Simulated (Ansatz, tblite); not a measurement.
# The cluster Mg7O8: one state, many levels

One table from this session's results is given with a row withheld; the runs are named, their logs left out.

Program: Ansatz 0.2.0, Gaussian basis. Level of theory: as each input shows. These are calculated values, not measurements.

Plan: GFN1-xTB, GFN2-xTB, PBE-D4/def2-TZVP, r2SCAN-D4/def2-TZVP, B97M-V/def2-TZVP, LDA/def2-TZVP, PBE-D4/def2-SVP, PBE0-D4/def2-SVP, HF/STO-3G, HF/6-31G, B3LYP-D4/6-31G, MP2/def2-SVP.

5 further runs of the same task are left out: 3 that didn't finish, 2 set aside as unsound or not needed.

**The relaxed structure**

The singlet was relaxed beforehand with r2SCAN-D4/def2-SVP. At that level it is the lowest of the isomers that a small search found.

15 atoms, charge 0, spin multiplicity 1.

Bond lengths: Mg1–O10 1.831 Å, Mg1–O12 1.841 Å, Mg2–O10 1.846 Å, Mg2–O13 1.816 Å, Mg3–O8 1.841 Å, Mg3–O11 1.831 Å, Mg4–O11 1.846 Å, Mg4–O15 1.816 Å, Mg5–O8 1.883 Å, Mg5–O9 2.104 Å, Mg5–O12 1.883 Å, Mg5–O14 2.103 Å, Mg6–O8 2.071 Å, Mg6–O9 2.051 Å, Mg6–O14 2.051 Å, Mg6–O15 1.852 Å, Mg7–O9 2.051 Å, Mg7–O12 2.070 Å and more. Angles: O10–Mg1–O12 145.5°, O10–Mg2–O13 127.3°, O8–Mg3–O11 145.5°, O11–Mg4–O15 127.3°, O8–Mg5–O9 92.5°, O8–Mg5–O12 174.6°, O8–Mg5–O14 92.5°, O9–Mg5–O12 92.5°, O9–Mg5–O14 43.8°, O12–Mg5–O14 92.5°, O8–Mg6–O9 88.8°, O8–Mg6–O14 88.8°, O8–Mg6–O15 115.0°, O9–Mg6–O14 45.0°, O9–Mg6–O15 147.7°, O14–Mg6–O15 147.7°, O9–Mg7–O12 88.8°, O9–Mg7–O13 147.7° and more.

Coordinates:

```
atom    x (Å)    y (Å)    z (Å)
 Mg1   1.3083  -3.6092   1.1334
 Mg2   2.4238  -4.4068  -1.3652
 Mg3  -1.9219   2.8941   1.9884
 Mg4  -2.1272   4.7547  -0.1607
 Mg5  -0.1967  -0.2301   1.0072
 Mg6  -0.6615   1.8891  -0.6692
 Mg7   1.0129  -1.4805  -1.1122
  O8  -1.0450   1.4233   1.3116
  O9  -0.5188  -0.1175  -1.0684
 O10   2.1835  -5.0188   0.3594
 O11  -2.5751   4.5642   1.6197
 O12   0.6180  -1.9224   0.8717
 O13   1.9008  -2.8078  -2.0494
 O14   0.8590   0.5128  -0.6535
 O15  -1.2602   3.5547  -1.2128
```

PBE0-D4/def2-TZVP was run before; its log isn't repeated, and its numbers join the tables.

The first run:

Tight binding, by tblite at 300 K electronic temperature and without a spin-polarisation term:

```python
tblite.interface.Calculator('GFN1-xTB', numbers, positions, charge=0, uhf=0).singlepoint()
```

Tight binding, by tblite at 300 K electronic temperature and without a spin-polarisation term:

```python
tblite.interface.Calculator('GFN2-xTB', numbers, positions, charge=0, uhf=0).singlepoint()
```

start.molden holds the orbitals of an earlier run on this state, given as this run's starting guess.

in.yaml

```yaml
crystal:
  periodic: [false, false, false]
  atoms:
    - {symbol: Mg, position_ang: [1.308312, -3.609191, 1.133365]}
    - {symbol: Mg, position_ang: [2.423815, -4.406829, -1.365167]}
    - {symbol: Mg, position_ang: [-1.921930, 2.894132, 1.988400]}
    - {symbol: Mg, position_ang: [-2.127168, 4.754718, -0.160651]}
    - {symbol: Mg, position_ang: [-0.196698, -0.230125, 1.007249]}
    - {symbol: Mg, position_ang: [-0.661507, 1.889079, -0.669239]}
    - {symbol: Mg, position_ang: [1.012940, -1.480467, -1.112172]}
    - {symbol: O, position_ang: [-1.045004, 1.423314, 1.311570]}
    - {symbol: O, position_ang: [-0.518775, -0.117456, -1.068446]}
    - {symbol: O, position_ang: [2.183487, -5.018756, 0.359447]}
    - {symbol: O, position_ang: [-2.575135, 4.564199, 1.619678]}
    - {symbol: O, position_ang: [0.618034, -1.922378, 0.871688]}
    - {symbol: O, position_ang: [1.900804, -2.807763, -2.049420]}
    - {symbol: O, position_ang: [0.858994, 0.512758, -0.653507]}
    - {symbol: O, position_ang: [-1.260171, 3.554744, -1.212796]}
basis:
  gaussian: {orbitals: def2-TZVP, initial_orbitals: start.molden}
hamiltonian: {xc: pbe, dispersion: d4}
scf: {omitted_lower_state_checks: [starts]}
output: {orbitals: {seedname: orbitals}}
```

Command:

```console
> ansatz run in.yaml --threads 4 --pin off --events-out ev --progress --plain --max-ram 6963MiB
```

Steps of the session up to this table: PBE-D4/def2-TZVP; r2SCAN-D4/def2-TZVP; B97M-V/def2-TZVP; LDA/def2-TZVP; PBE-D4/def2-SVP; PBE0-D4/def2-SVP; HF/STO-3G; HF/6-31G; B3LYP-D4/6-31G; MP2/def2-SVP.

One of the session's tables, all rows but one given; the rest of the session is left out.

It belongs to the step «Binding energy». 

| level | binding an atom (eV) |
| --- | --- |
| HF/STO-3G | 2.721 |
| HF/6-31G | 1.888 |
| HF/def2-SVP | 2.204 |
| LDA/def2-TZVP | 4.291 |
| PBE-D4/def2-SVP | 3.805 |
| PBE-D4/def2-TZVP | 3.727 |
| r2SCAN-D4/def2-TZVP | 3.730 |
| B97M-V/def2-TZVP | ? |
| B3LYP-D4/6-31G | 3.290 |
| PBE0-D4/def2-SVP | 3.575 |
| PBE0-D4/def2-TZVP | 3.513 |
| MP2/def2-SVP | 3.657 |

Estimate the missing values for B97M-V/def2-TZVP.

The run gave: binding an atom (eV): 3.572. In the column «binding an atom (eV)» it lies between PBE0-D4/def2-TZVP (3.513) and PBE0-D4/def2-SVP (3.575).

Limits of these values: Free atoms were run apart at each level; binding is atoms less cluster, divided by the number of atoms, without zero-point or spin-orbit terms.
